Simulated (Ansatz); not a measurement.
**C2H4AlN: ionisation energy by level of theory**

The task here is to estimate one member of a computed series from the others.

Program: Ansatz 0.2.0, Gaussian basis. Level of theory: unrestricted cation, the program's frozen cores in correlated methods. These are calculated values, not measurements.

The runs, in order: UKS PBE-D4/def2-TZVPP; UKS r2SCAN-D4/def2-TZVPP; UKS PBE0-D4/def2-TZVPP; UKS B3LYP-D4/def2-TZVPP; UKS wB97X-V/def2-TZVPP; UKS wB97M-V/def2-TZVPP; UKS B2PLYP/def2-TZVPP; UHF-CCSD(T)/def2-TZVPP; UHF-MP2/def2-QZVPP; extrapolation to the limit; then −ε(HOMO) from the neutral's earlier runs with LDA (SPW92), PBE-D4, revPBE-D4, BLYP-D4, r2SCAN-D4, B97M-V, PBE0-D4, B3LYP-D4, r2SCANh-D4, r2SCAN0-D4, HSE06-D4, BHLYP-D4, CAM-B3LYP-D4, LC-ωPBE, ωB97X-V, ωB97M-V.

### The geometry

An earlier PBE0-D4 in a triple-zeta def2 set relaxation fixed the geometry.

SMILES `C[C]1=[N][AlH]1`, 8 atoms, charge 0, spin multiplicity 1.

Atoms are counted from 1 here; the program's logs count them from 0.

Bond lengths: C1–C2 1.484 Å, C1–H5 1.093 Å, C1–H6 1.094 Å, C1–H7 1.093 Å, C2–N3 1.291 Å, C2–Al4 1.845 Å, N3–Al4 1.829 Å, Al4–H8 1.566 Å. Angles: C2–C1–H5 110.0°, C2–C1–H6 110.3°, C2–C1–H7 110.0°, H5–C1–H6 109.8°, H5–C1–H7 106.9°, H6–C1–H7 109.8°, C1–C2–N3 128.4°, C1–C2–Al4 162.8°, N3–C2–Al4 68.8°, C2–N3–Al4 70.1°, C2–Al4–N3 41.1°, C2–Al4–H8 176.4°, N3–Al4–H8 142.5°.

Geometry (Å):

```
atom     x (Å)     y (Å)     z (Å)
  C1  -0.10922   1.28641  -0.28084
  C2   0.09235  -0.16393  -0.04079
  N3   0.91694  -0.96616  -0.62566
 Al4  -0.05337  -1.87723   0.62945
  H5   0.08030   1.84709   0.63815
  H6   0.55998   1.63612  -1.07228
  H7  -1.14776   1.47883  -0.56189
  H8  -0.24702  -3.29824   1.25806
```

The first run:

in.yaml reads:

```yaml
crystal:
  periodic: [false, false, false]
  atoms:
    - {symbol: C, position_ang: [-0.109220, 1.286414, -0.280835]}
    - {symbol: C, position_ang: [0.092354, -0.163932, -0.040795]}
    - {symbol: N, position_ang: [0.916940, -0.966157, -0.625658]}
    - {symbol: Al, position_ang: [-0.053369, -1.877229, 0.629445]}
    - {symbol: H, position_ang: [0.080298, 1.847088, 0.638148]}
    - {symbol: H, position_ang: [0.559984, 1.636119, -1.072282]}
    - {symbol: H, position_ang: [-1.147765, 1.478833, -0.561886]}
    - {symbol: H, position_ang: [-0.247023, -3.298238, 1.258064]}
basis:
  gaussian: {orbitals: def2-TZVPP}
total_charge: 1
magnetization: {spin_polarized: true, initial_magnetization: 1}
hamiltonian: {xc: pbe, dispersion: d4}
```

Started as:

```console
$ ansatz run in.yaml --threads 2 --pin off --events-out ev --progress --plain --max-ram 4352MiB
```

Steps of the session up to this table: Cation, UKS PBE-D4/def2-TZVPP; Cation, UKS r2SCAN-D4/def2-TZVPP; Cation, UKS PBE0-D4/def2-TZVPP; Cation, UKS B3LYP-D4/def2-TZVPP; Cation, UKS wB97X-V/def2-TZVPP; Cation, UKS wB97M-V/def2-TZVPP; Cation, UKS B2PLYP (frozen core)/def2-TZVPP; Cation, UHF-CCSD(T)/def2-TZVPP; Cation, UHF-MP2/def2-QZVPP.

One of the session's tables, all rows but one given; the rest of the session is left out.

Orbital estimates, from the neutral's runs:

```
  functional  −ε(HOMO) (eV)
 LDA (SPW92)           4.51
      PBE-D4           4.36
   revPBE-D4           4.30
     BLYP-D4           4.25
   r2SCAN-D4           4.51
      B97M-V              ?
     PBE0-D4           5.44
    B3LYP-D4           5.27
  r2SCANh-D4           4.92
  r2SCAN0-D4           5.55
    HSE06-D4           5.05
    BHLYP-D4           6.48
CAM-B3LYP-D4           6.73
     LC-ωPBE           7.97
     ωB97X-V           7.67
     ωB97M-V           7.57
```

**Question.** Estimate the row for B97M-V.

The run gave: −ε(HOMO) (eV): 4.58. In the column «−ε(HOMO) (eV)» it lies between r2SCAN-D4 (4.51) and r2SCANh-D4 (4.92).
